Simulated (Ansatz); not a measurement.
# BeBr− (singlet): the correlation ladder at distance Br1–Be2 = 3.446 Å, aug-cc-pVDZ

An exercise on one series of results from a longer session: the logs are not shown, and one member is left open.

Program: Ansatz 0.2.0, Gaussian basis. Level of theory: aug-cc-pVDZ, core rule «outside noble gas», up to 15 orbitals frozen. These are calculated values, not measurements.

The runs, in order: UHF; CCSD(T) on RHF; CCSD(T) on UHF; BCCD(T) on RHF; CISD; CCSDT(Q) on RHF; CCSDT(Q) on UHF; CASSCF and MRCISD+Q, 2 electrons in 2 orbitals; CASSCF and NEVPT2, 2 electrons in 2 orbitals; CASSCF and MRCISD+Q, 10 electrons in 8 orbitals; CASSCF and NEVPT2, 10 electrons in 8 orbitals.

34 further runs of the same task are left out: 10 for a known fault of the program, 17 that didn't finish, 7 set aside as unsound or not needed.

### The geometry

The geometry derives from a PBE0/def2-TZVPD stationary point (not a proven minimum). One bond is set to the value named and the two fragments are kept rigid. No spin-orbit coupling is included. The filled d shell of Br may be among the frozen orbitals whatever the setting's name suggests; the logs give the count.

2 atoms, charge -1, spin multiplicity 1.

Atoms are counted from 1 here; the program's logs count them from 0.

No contacts short enough for the rule that draws bonds.

Set-up of the first run:

The input, in.yaml:

```yaml
crystal:
  periodic: [false, false, false]
  atoms:
    - {symbol: Br, position_ang: [0.000000, 0.000000, 0.000000]}
    - {symbol: Be, position_ang: [0.000000, 0.000000, 3.446000]}
basis:
  gaussian: {orbitals: aug-cc-pVDZ}
total_charge: -1
magnetization: {spin_polarized: true, initial_magnetization: 0}
hamiltonian: {xc: hf}
output: {orbitals: {seedname: orbitals}}
```

Run with:

```bash
ansatz run in.yaml --threads 1 --pin off --events-out ev --progress --plain --max-ram 2393MiB
```

Steps of the session up to this table: UHF; CCSD(T) on RHF; CCSD(T) on UHF; BCCD(T) on RHF; CISD; CCSDT(Q) on RHF; CCSDT(Q) on UHF; CASSCF and MRCISD+Q, 2 electrons in 2 orbitals; CASSCF and NEVPT2, 2 electrons in 2 orbitals; CASSCF and MRCISD+Q, 10 electrons in 8 orbitals; CASSCF and NEVPT2, 10 electrons in 8 orbitals.

One table of the session follows, with a row left open; its other results are not shown here.

```
          method  from RCCSDT(Q) (meV)
             RHF                     ?
             UHF               +5214.8
            RMP2                +889.6
            CISD                +614.0
           RCCSD                +138.7
        RCCSD(T)                 +23.1
         BCCD(T)                 +23.3
          RCCSDT                  +9.7
       RCCSDT(Q)                     0
     CASSCF pair               +4743.5
     NEVPT2 pair                +828.7
  CASSCF valence               +4130.6
  NEVPT2 valence               +1089.9
  MRCISD valence                +316.5
MRCISD+Q valence                 +35.8
```

Q: Estimate the row for RHF from the others.

As computed: from RCCSDT(Q) (meV): +5236.2. In the column «from RCCSDT(Q) (meV)» it is the highest.

Not comparable, so not listed: CCSD(T) on UHF; CASSCF and MRCISD+Q, 2 electrons in 2 orbitals (they don't share determinant, frozen orbitals or solution with the rows shown, or repeat one).

To keep in mind: Warnings: restricted reference is unstable; spin contamination. Warnings in the runs' records: passed over end.
